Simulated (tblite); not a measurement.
# C5H14As2: the cost of one run

The runs use tblite 0.8.0 and PySCF 2.14.0, with density-fitted response routines of our own; the level of theory stands in each step. All values are computed, except where a source is named. Atoms count from 0, in the outputs and in this text.

**1. The starting structure**

21 atoms, charge 0, multiplicity 1; geometry from: force field or distance geometry start.

Bonds of the start (Å): C0–C1 1.51, C1–C2 1.50, C2–C3 1.49, C3–As4 1.99, C3–C5 1.51, C5–As6 1.96, C0–H7 1.11, C0–H8 1.10, C0–H9 1.12, C1–H10 1.11, C1–H11 1.12, C2–H12 1.13, C2–H13 1.09, C3–H14 1.10, As4–H15 1.57, As4–H16 1.54, C5–H17 1.13, C5–H18 1.11, As6–H19 1.58, As6–H20 1.56.

**2. Optimising the geometry with GFN2-xTB**

Job settings and geometry (Å):

```
{"job": {"kind": "relax", "xc": "GFN2-xTB", "basis": "xTB"}, "charge": 0, "multiplicity": 1}
C     -2.575200     0.927800     0.238600
C     -1.325100     0.137800     0.567800
C     -0.545800     0.012800    -0.704000
C      0.741500    -0.735600    -0.609400
As     0.446500    -2.597300     0.020400
C      1.752000    -0.074300     0.289300
As     2.251600     1.718500    -0.319000
H     -3.418000     0.704100     0.926800
H     -2.893600     0.699500    -0.793200
H     -2.389000     2.026200     0.311200
H     -0.739300     0.606300     1.386900
H     -1.677400    -0.871300     0.901700
H     -1.204100    -0.627500    -1.367500
H     -0.483000     0.989200    -1.190700
H      1.178600    -0.789600    -1.616800
H      1.686800    -3.106200     0.843700
H     -0.833800    -2.759800     0.863000
H      2.690400    -0.708500     0.221900
H      1.466500    -0.076100     1.362400
H      2.163900     2.758000     0.869200
H      3.697500     1.782700    -0.893500
```

Started as:

```
OMP_NUM_THREADS=1 python probes_run.py task.json out
```

The driver reads the jobs from task.json and runs them one after another.

Q: Estimate the wall time and peak memory of this first job on 1 thread of Intel Xeon at 2.50GHz, shared host.

About 3.1 s, with a peak of 0.18 GiB.
